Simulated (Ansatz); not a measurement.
Ga3Sb:

```xyz
4
Lattice="-2.1588 2.1588 4.7605 2.1588 -2.1588 4.7605 2.1588 2.1588 -4.7605" Properties=species:S:1:pos:R:3 pbc="T T T"
Sb    0.0000    0.0000    0.0000
Ga    0.0000    0.0000    4.7605
Ga    2.1588    0.0000    2.3802
Ga    0.0000    2.1588    2.3802
```

The cell comes from a database or a generator and needn't be the stable form of this composition.

Base run:

| Quantity | Value |
| --- | --- |
| Program | Ansatz 0.2.0 |
| Functional | PBEsol |
| Potentials or basis | all-electron LAPW, scalar-relativistic |
| Cutoff | 177 eV |
| Density cutoff | 710 eV |
| Basis error allowed | 0.002 eV/atom |
| k mesh | 9 × 9 × 9 |
| Occupations | fermi-dirac, width 0.05 eV |
| Spin | no spin polarisation |

Its results: pressure -3.5 GPa.

Question: The run is repeated on the same cell with these changes: functional from PBEsol to PBE. What comes out?

Answer: Pressure -0.5 GPa.

PBE binds less tightly than PBEsol, so the same cell stands under more pressure.

Not every run made on this cell is shown here.
